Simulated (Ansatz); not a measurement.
**CH2I− (SMILES [CH2-]I): functionals against CCSD(T) at one geometry**

An exercise on one series of results from a longer session: the logs are not shown, and one member is left open.

Computed with Ansatz 0.2.0, Gaussian basis. Level: single points in def2-TZVPPD.

Cores are frozen in the correlated methods. Filled d shells of the heavier atoms are correlated. Core potentials replace the inner electrons past krypton, and spin-orbit coupling is left out.

## The system as given

4 atoms, charge -1, spin multiplicity 1.

Atoms are counted from 1 here; the program's logs count them from 0.

Bond lengths: C1–I2 2.376 Å, C1–H3 1.304 Å, C1–H4 1.087 Å. Angles: I2–C1–H3 94.9°, I2–C1–H4 98.0°, H3–C1–H4 90.7°.

As a file:

```xyz
4

C    -0.5442   -0.3148    0.1531
I     0.9803    1.1903    1.1817
H    -0.5030    0.2646   -1.0143
H     0.1773   -1.0591   -0.1754
```

Set-up of the first run:

run/in.yaml

```yaml
crystal:
  periodic: [false, false, false]
  atoms:
    - {symbol: C, position_ang: [-0.544200, -0.314800, 0.153100]}
    - {symbol: I, position_ang: [0.980300, 1.190300, 1.181700]}
    - {symbol: H, position_ang: [-0.503000, 0.264600, -1.014300]}
    - {symbol: H, position_ang: [0.177300, -1.059100, -0.175400]}
basis:
  gaussian: {orbitals: "def2-TZVPPD.json"}
total_charge: -1
correlation: {method: ccsd_t}
output: {forces: true}
```

The basis file named in the input lies beside it (Basis Set Exchange, JSON).

No record of the launch command was kept for these runs.

Steps of the session up to this table: CCSD(T)/def2-TZVPPD; PBE0-D4/def2-TZVPPD; wB97M-V/def2-TZVPPD; r2SCAN-D4/def2-TZVPPD; PBE-D4/def2-TZVPPD; r2SCANh-D4/def2-TZVPPD; HSE06-D4/def2-TZVPPD.

One of the session's tables, all rows but one given; the rest of the session is left out.

| method | RMS force component (eV/Å) | angle to CCSD(T) forces (°) |
| --- | --- | --- |
| CCSD(T) | 1.345 | reference |
| PBE0-D4 | 1.394 | 1.5 |
| wB97M-V | ? | ? |
| r2SCAN-D4 | 1.343 | 1.4 |
| PBE-D4 | 1.292 | 5.8 |
| r2SCANh-D4 | 1.376 | 1.1 |
| HSE06-D4 | 1.391 | 1.3 |

**Question.** Estimate the row for wB97M-V.

**Answer.** RMS force component (eV/Å): 1.403; angle to CCSD(T) forces (°): 3.4. In the column «RMS force component (eV/Å)» it is the highest.
